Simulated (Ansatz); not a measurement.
# Ag4O: the cost of one run

Program: Ansatz 0.2.0. Level of theory: DFT PBEsol, scalar-relativistic, plane waves, PAW. These are calculated values, not measurements.

4 further runs of the same task are left out: 1 that didn't finish, 3 set aside as unsound or not needed. Runs told in other sessions of the task aren't counted.

## (1) The structure to begin with

The structure is tetragonal, space group P4mm (No. 99). Conventional cell: a = 2.867 Å, b = 2.867 Å, c = 23.082 Å, α = 90.00°, β = 90.00°, γ = 90.00°. Around Ag (site symmetry 4mm) lie 8 Ag at 2.87 Å. Ag (site symmetry 4mm) is surrounded by 12 Ag at 2.87 Å. Ag (site symmetry 4mm) is surrounded by 12 Ag at 2.84 to 2.87 Å. Around Ag (site symmetry 4mm) lie 8 Ag at 2.84 to 2.87 Å.

Structure file:

```cif
data_structure
_symmetry_space_group_name_H-M 'P 1'
_symmetry_Int_Tables_number 1
_cell_length_a 2.8669
_cell_length_b 2.8669
_cell_length_c 23.0816
_cell_angle_alpha 90.000
_cell_angle_beta 90.000
_cell_angle_gamma 90.000
_cell_volume 189.71
loop_
_atom_site_label
_atom_site_type_symbol
_atom_site_fract_x
_atom_site_fract_y
_atom_site_fract_z
_atom_site_occupancy
Ag1 Ag 0.50000 0.50000 0.36826 1
Ag2 Ag 0.00000 0.00000 0.45609 1
Ag3 Ag 0.50000 0.50000 0.54421 1
Ag4 Ag 0.00000 0.00000 0.63017 1
```

Planes are indexed in the bulk's conventional cell (Fm-3m (No. 225)), a = 4.054 Å, b = 4.054 Å, c = 4.054 Å, α = 90.00°, β = 90.00°, γ = 90.00°.

It is a (100) slab, 6.1 Å thick as cut, with 17 Å of vacuum; its outer planes are Ag (top) and Ag (bottom). An earlier relaxation, lower half held, gave -30087.8381 eV, work function 4.27 eV.

## (2) O moved by +0.30 Å along the normal

The adatom is now moved up and down over its best place, with everything held.

The cell repeats along c, and a dipole correction in the vacuum removes the field between the copies.

The input, input.yaml:

```yaml
crystal:
  lattice:
    - [2.8669036825, 0.0, 0.0]
    - [0.0, 2.8669036825, 0.0]
    - [0.0, 0.0, 25.0816211046]
  atoms:
    - { symbol: Ag, position: [0.5, 0.5, 0.3388935654] }
    - { symbol: Ag, position: [0.0, 0.0, 0.4197179677] }
    - { symbol: Ag, position: [0.5, 0.5, 0.500816276] }
    - { symbol: Ag, position: [0.0, 0.0, 0.5799214924] }
    - { symbol: O, position: [0.3333333333, 0.3333333333, 0.6446177509] }
basis:
  ecutwfc: 420
kpoints:
  mp_grid: { grid: [10, 10, 1] }
hamiltonian:
  xc: pbesol
scf:
  occupations: { method: gaussian, width: 0.1 }
output:
  forces: true
  stress: true
  eigenvalues: true
  write_density: true
  write_potential: true
  elf: true
  volumetric_format: npy
efield:
  axis: 3
  dipole_correction: true
  ramp_width: 0.04
```

Run with:

```bash
$ ansatz run input.yaml --threads 2 --pin off --max-ram 5120MiB --backend cpu --events-out ev --progress --plain --runs-dir out
```

**Question.** How long does this run take on 2 threads of Intel Xeon 6975P-C (Granite Rapids), shared host, and how much memory does it need?

About 8.5 s, with a peak of 0.58 GiB.
